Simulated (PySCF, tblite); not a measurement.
# C7H8P2: geometry, infrared bands and NMR shifts

Aim: predict the infrared bands and NMR shifts of C7H8P2 (`[H]/P=P/c1ccccc1C`).

Programs: tblite 0.8.0 and PySCF 2.14.0, with density-fitted response routines of our own. Each step states its level of theory. These are calculated values for one molecule in the gas phase, unless marked as measured. Atoms are numbered from 0 throughout.

## 1. The molecule as given

17 atoms, charge 0, multiplicity 1; geometry from: force field or distance geometry start.

Bonds of the start (Å): C0–C1 1.49, C1–C2 1.39, C2–C3 1.37, C3–C4 1.39, C4–C5 1.38, C5–C6 1.39, C6–P7 1.84, P7–P8 1.99, C6–C1 1.39, C0–H9 1.10, C0–H10 1.14, C0–H11 1.11, C2–H12 1.09, C3–H13 1.08, C4–H14 1.07, C5–H15 1.07, P8–H16 1.45.

## 2. Relaxing the molecule with GFN2-xTB

The job: settings as JSON, then the geometry in Å.

```
{"job": {"kind": "relax", "xc": "GFN2-xTB", "basis": "xTB"}, "charge": 0, "multiplicity": 1}
C     -0.864900     1.934600     0.111900
C     -0.722700     0.448400     0.048200
C     -1.752200    -0.407100     0.414800
C     -1.512400    -1.754800     0.316200
C     -0.286400    -2.268100    -0.085300
C      0.745700    -1.418300    -0.446200
C      0.504600    -0.053600    -0.361700
P      1.907500     1.047400    -0.827100
P      3.593100     1.148900     0.223700
H     -0.086900     2.457500    -0.459900
H     -1.824200     2.166600    -0.450100
H     -0.904600     2.326800     1.144400
H     -2.726200    -0.035800     0.748100
H     -2.317500    -2.420300     0.596500
H     -0.162800    -3.326100    -0.134800
H      1.680600    -1.837200    -0.748800
H      4.722400     2.003200    -0.099800
```

Launch:

```sh
$ OMP_NUM_THREADS=1 python probes_run.py task.json out
```

The driver reads the jobs from task.json and runs them one after another.

**Question.** This job is followed by: GFN2-xTB harmonic vibrations, gas phase; GIAO PBE0/pcSseg-1 NMR shielding, non-relativistic, gas phase. Predict these results of the whole session: strongest single infrared mode (GFN2-xTB); zero-point energy (GFN2-xTB); 13C shifts against TMS (PBE0/pcSseg-1); 1H shifts against TMS (PBE0/pcSseg-1, means over atoms taken as alike); 31P shifts against H3PO4 (PBE0/pcSseg-1).

As calculated:

| quantity | value |
| --- | --- |
| strongest single infrared mode (GFN2-xTB) | 2220 cm⁻¹, 81 km/mol |
| zero-point energy (GFN2-xTB) | 78.4 kcal/mol |
| 13C shifts against TMS (PBE0/pcSseg-1) | 157.4, 144.4, 139.0, 134.0, 133.1, 132.0, 25.3 ppm |
| 1H shifts against TMS (PBE0/pcSseg-1, means over atoms taken as alike) | 9.55, 8.29, 7.74, 7.57, 7.53, 2.73 ppm |
| 31P shifts against H3PO4 (PBE0/pcSseg-1) | 691.8, 498.5 ppm |

In words: Over 131 steps the energy fell by 1.380 eV; of the close pairs, P8–H16 changed most, 1.453 to 1.401 Å. No mode is imaginary among the 45: a minimum at this level. The strongest single mode, at 2220 cm⁻¹, moves mainly H16. Unscaled tight-binding wavenumbers are off by several per cent, some by more. Its intensities can rank the bands wrongly. At PBE0/pcSseg-1: The widest tensor belongs to P7: span 1822 ppm, with a paramagnetic part of -1341 ppm. NICS(1)zz of -27 ppm above the planar ring from C1 marks a diatropic (aromatic) ring current.
